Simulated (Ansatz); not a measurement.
# GeHO (quartet): B2PLYP, RPA-PBE over vertical spin and charge gaps, cc-pVDZ

Aim: run GeHO (quartet) with these functionals over vertical spin and charge gaps, and hold them against the top wave-function level at the same points.

Method: cc-pVDZ, all electrons in the functionals, frozen cores in the correlation of double hybrids and RPA; program: Ansatz 0.2.0, Gaussian basis.

To be run: B2PLYP, RPA-PBE, at charge 0, quartet; charge 0, doublet; charge 0, sextet; charge 1, triplet; charge 1, quintet.

## Step 1: The geometry

The geometry is a PBE0/def2-TZVP stationary point (not a proven minimum). No spin-orbit coupling is included. The filled d shell of Ge counts as core when cores are frozen.

3 atoms, charge 0, spin multiplicity 4.

Atoms are counted from 1 here; the program's logs count them from 0.

Bond lengths: Ge1–O2 1.855 Å, Ge1–H3 1.563 Å. Angles: O2–Ge1–H3 114.5°.

No dispersion term is added.

The geometry shown and the zero of energy belong to the point charge 0, quartet. The yardstick, UCCSDTQ, and other wave-function levels (R restricted, U unrestricted, valence and pair active spaces) come from earlier runs.

## Step 2: B2PLYP, charge 0, quartet

The input, in.yaml:

```yaml
crystal:
  periodic: [false, false, false]
  atoms:
    - {symbol: Ge, position_ang: [0.000000, -0.037540, 0.321995]}
    - {symbol: O, position_ang: [0.000000, 0.086176, -1.528961]}
    - {symbol: H, position_ang: [0.000000, 1.337542, 1.064259]}
basis:
  gaussian: {orbitals: cc-pVDZ}
magnetization: {spin_polarized: true, initial_magnetization: 3}
hamiltonian: {xc: {name: B2PLYP}}
correlation: {electrons: outside_noble_gas}
```

The run is started by

```bash
ansatz run in.yaml --threads 1 --pin off --events-out ev --progress --plain --max-ram 2816MiB --backend cpu
```

The runs that follow: B2PLYP, charge 0, doublet; B2PLYP, charge 0, sextet; B2PLYP, charge 1, triplet; B2PLYP, charge 1, quintet; RPA-PBE, charge 0, quartet; RPA-PBE, charge 0, doublet; RPA-PBE, charge 0, sextet; RPA-PBE, charge 1, triplet; RPA-PBE, charge 1, quintet.

Q: Predict the results of all the runs planned. Wanted: quartet to doublet, UCCSDTQ; quartet to sextet, UCCSDTQ; ionisation to the triplet cation, UCCSDTQ; ionisation to the quintet cation, UCCSDTQ; largest miss, B2PLYP; largest miss, RPA-PBE.

The runs gave:

| quantity | value |
| --- | --- |
| quartet to doublet, UCCSDTQ | -56.2 kcal/mol |
| quartet to sextet, UCCSDTQ | 145.4 kcal/mol |
| ionisation to the triplet cation, UCCSDTQ | 171.4 kcal/mol |
| ionisation to the quintet cation, UCCSDTQ | 260.3 kcal/mol |
| largest miss, B2PLYP | +7.7 kcal/mol (ionisation to the quintet cation) |
| largest miss, RPA-PBE | +6.1 kcal/mol (ionisation to the quintet cation) |

In words: Of the functionals, RPA-PBE stays nearest (at most 6.1 kcal/mol) and B2PLYP strays most (7.7 kcal/mol, at ionisation to the quintet cation). Functionals and the yardstick converge differently with the basis, so part of each miss in cc-pVDZ is the basis.
